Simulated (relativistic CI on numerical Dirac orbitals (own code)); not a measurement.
# Pb²³⁺: how the levels respond to the fine-structure constant and the nuclear radius

Aim: the factor q = dE/dx of each excitation energy, x = (α/α0)² − 1, by finite differences, and the field-shift factor by the mean square nuclear radius, for the lowest 30 levels.

Method: Dirac-Coulomb-Breit CI, KLI orbitals optimised for each configuration, derivatives by finite differences. Code: relativistic CI on numerical Dirac orbitals (own code) version 2.

## 1. Starting point

- ion: Pb²³⁺ (Pb XXIV)
- nuclear charge: 82
- electrons: 59
- isotope: A = 208
- first configuration: [Kr] 4d10 4f13

Outer shells as boxes (Hund's rule):

[Kr] 4d10 4f13
```
[Kr] core
4d [↑↓][↑↓][↑↓][↑↓][↑↓]
4f [↑↓][↑↓][↑↓][↑↓][↑↓][↑↓][↑ ]
```

## 2. The run

The run's settings:

```ini
atom Pb  Z=82  charge=23  electrons=59
nucleus A=208  rms_radius_fm=5.5012
hamiltonian dirac-coulomb  breit=on  qed=off  c_scale=1
orbitals kli  potential=per-configuration
slater_scale 1
correlation none
mixing on
configurations
  [Kr] 4d10 4f13
  [Kr] 4d10 4f12 5s
  [Kr] 4d10 4f11 5s2
  [Kr] 4d10 4f12 5p
  [Kr] 4d10 4f11 5s 5p
  [Ar] 3d10 4s2 4p5 4d10 4f14
  [Kr] 4d10 4f12 5f
  [Kr] 4d9 4f13 5s
end
derivatives alpha2 +-0.01 radius +-1%
```

Results of the run (chosen fields of its result record, rounded):

```text
{
  "status": "converged",
  "levels [i, E_cm, J2, conf, term, w_term]": [
    [0, 0, 7, "4p6 4d10 4f13", "2F*", 0.9997],
    [1, 41254.996, 5, "4p6 4d10 4f13", "2F*", 0.9997],
    [2, 425322.76, 13, "4p6 4d10 4f12 5s", "4H", 0.9793],
    [3, 435537.48, 11, "4p6 4d10 4f12 5s", "2H", 0.4974],
    [4, 439267.48, 9, "4p6 4d10 4f12 5s", "4F", 0.6629],
    [5, 445506.01, 7, "4p6 4d10 4f12 5s", "2G", 0.3963],
    [6, 468181.54, 9, "4p6 4d10 4f12 5s", "4H", 0.8083],
    [7, 469998.35, 11, "4p6 4d10 4f12 5s", "4H", 0.5167],
    [8, 472052.77, 3, "4p6 4d10 4f12 5s", "4F", 0.5326],
    [9, 472879.02, 5, "4p6 4d10 4f12 5s", "4F", 0.4764],
    [10, 477933.48, 7, "4p6 4d10 4f12 5s", "4F", 0.5506],
    [11, 482372.24, 9, "4p6 4d10 4f12 5s", "2G", 0.3788],
    [12, 487200.39, 7, "4p6 4d10 4f12 5s", "2F", 0.5912],
    [13, 487533.16, 5, "4p6 4d10 4f12 5s", "2F", 0.4665],
    [14, 515319.84, 7, "4p6 4d10 4f12 5s", "4H", 0.4632],
    [15, 515775.34, 5, "4p6 4d10 4f12 5s", "4P", 0.5428],
    [16, 517480.55, 3, "4p6 4d10 4f12 5s", "4F", 0.3491],
    [17, 520500.03, 9, "4p6 4d10 4f12 5s", "2H", 0.4899],
    [18, 524353.07, 1, "4p6 4d10 4f12 5s", "4P", 0.8036],
    [19, 528192.99, 13, "4p6 4d10 4f12 5s", "2I", 0.9793],
    [20, 528731.47, 11, "4p6 4d10 4f12 5s", "2I", 0.9728],
    [21, 536785, 3, "4p6 4d10 4f12 5s", "4P", 0.7527],
    [22, 547282.89, 1, "4p6 4d10 4f12 5s", "2P", 0.876],
    [23, 554488.28, 5, "4p6 4d10 4f12 5s", "2D", 0.5048],
    [24, 559261.63, 3, "4p6 4d10 4f12 5s", "2P", 0.5095],
    [25, 639808.14, 1, "4p6 4d10 4f12 5s", "2S", 0.8317],
    [26, 827109.22, 11, "4p6 4d10 4f12 5p", "4G*", 0.6297],
    [27, 835358.75, 13, "4p6 4d10 4f12 5p", "2I*", 0.44],
    [28, 840349.35, 7, "4p6 4d10 4f12 5p", "2F*", 0.3236],
    [29, 845709.99, 9, "4p6 4d10 4f12 5p", "2G*", 0.3405]
  ],
  "sensitivity [i, q_alpha_cm, field_shift_GHz_per_fm2]": [
    [0, 0, 0],
    [1, 3.798e+04, 2.772],
    [2, -6.156e+05, 1169],
    [3, -6.112e+05, 1163],
    [4, -6.165e+05, 1168],
    [5, -6.136e+05, 1164],
    [6, -5.77e+05, 1170],
    [7, -5.781e+05, 1166],
    [8, -6.043e+05, 1168],
    [9, -6.043e+05, 1168],
    [10, -5.767e+05, 1171],
    [11, -5.763e+05, 1166],
    [12, -5.746e+05, 1165],
    [13, -5.822e+05, 1166],
    [14, -5.423e+05, 1172],
    [15, -5.764e+05, 1168],
    [16, -5.768e+05, 1169],
    [17, -5.381e+05, 1168],
    [18, -5.999e+05, 1170],
    [19, -5.811e+05, 1169],
    [20, -5.804e+05, 1168],
    [21, -5.754e+05, 1171],
    [22, -5.77e+05, 1163],
    [23, -5.447e+05, 1171],
    [24, -5.51e+05, 1167],
    [25, -5.528e+05, 1172],
    [26, -5.398e+05, 120.6],
    [27, -5.395e+05, 118.8],
    [28, -5.42e+05, 120.6],
    [29, -5.406e+05, 119.1]
  ],
  "n_levels_all": 30,
  "configurations [conf, odd, states]": [
    ["4p6 4d10 4f13", 1, 14],
    ["4p6 4d10 4f12 5s", 0, 182],
    ["4p6 4d10 4f11 5s2", 1, 364],
    ["4p6 4d10 4f12 5p", 1, 546],
    ["4p6 4d10 4f11 5s 5p", 0, 4368],
    ["4p5 4d10 4f14", 1, 6],
    ["4p6 4d10 4f12 5f", 1, 1274],
    ["4p6 4d9 4f13 5s", 1, 280]
  ]
}
```

It took 2.2 s on 1 thread, shared host.

The relative sensitivity K = 2q/E of the transition from the lowest level:

```csv
level,energy (cm⁻¹),q (cm⁻¹),K,field shift (GHz/fm²)
4f13 2F°5/2,41255,37980,1.841,2.77
4f12 5s 4H13/2,425323,-615600,-2.895,1.17e+03
4f12 5s [4f7/2^6 5s] J=11/2,435537,-611200,-2.807,1.16e+03
4f12 5s [4f7/2^6 5s] J=9/2,439267,-616500,-2.807,1.17e+03
4f12 5s [4f7/2^6 5s] J=7/2,445506,-613600,-2.755,1.16e+03
4f12 5s 4H9/2,468182,-577000,-2.465,1.17e+03
4f12 5s [4f5/2^5 4f7/2^7 5s] J=11/2,469998,-578100,-2.460,1.17e+03
4f12 5s [4f7/2^6 5s] J=3/2,472053,-604300,-2.560,1.17e+03
4f12 5s [4f7/2^6 5s] J=5/2,472879,-604300,-2.556,1.17e+03
4f12 5s [4f5/2^5 4f7/2^7 5s] J=7/2,477933,-576700,-2.413,1.17e+03
4f12 5s [4f5/2^5 4f7/2^7 5s] J=9/2 (ii),482372,-576300,-2.390,1.17e+03
4f12 5s [4f5/2^5 4f7/2^7 5s] J=7/2 (ii),487200,-574600,-2.359,1.17e+03
4f12 5s [4f5/2^5 4f7/2^7 5s] J=5/2,487533,-582200,-2.388,1.17e+03
4f12 5s [4f5/2^4 4f7/2^8 5s] J=7/2,515320,-542300,-2.105,1.17e+03
4f12 5s [4f5/2^5 4f7/2^7 5s] J=5/2 (ii),515775,-576400,-2.235,1.17e+03
4f12 5s 4F3/2 + 2P (ii),517481,-576800,-2.229,1.17e+03
4f12 5s [4f5/2^4 4f7/2^8 5s] J=9/2,520500,-538100,-2.068,1.17e+03
```

## 3. Outcome

```
                                         quantity                                      value
                                     lowest level                                4f13 2F°7/2
              largest q in size, lowest 30 levels  -616500 cm⁻¹ (4f12 5s [4f7/2^6 5s] J=9/2)
largest K in size within the lowest configuration                         1.84 (4f13 2F°5/2)
            largest field-shift factor among them           1.17e+03 GHz/fm² (4f12 5s 2S1/2)
```

What this shows: Among these levels the largest q belongs to 4f12 5s [4f7/2^6 5s] J=9/2, a change of configuration. The fine-structure partner 2F°5/2 has K = 1.84, close to the 2 of an interval that scales as α². K = 2q/E, the relative sensitivity of a level, hangs on the computed energy: between configurations that lie close it can be off by a factor of several.
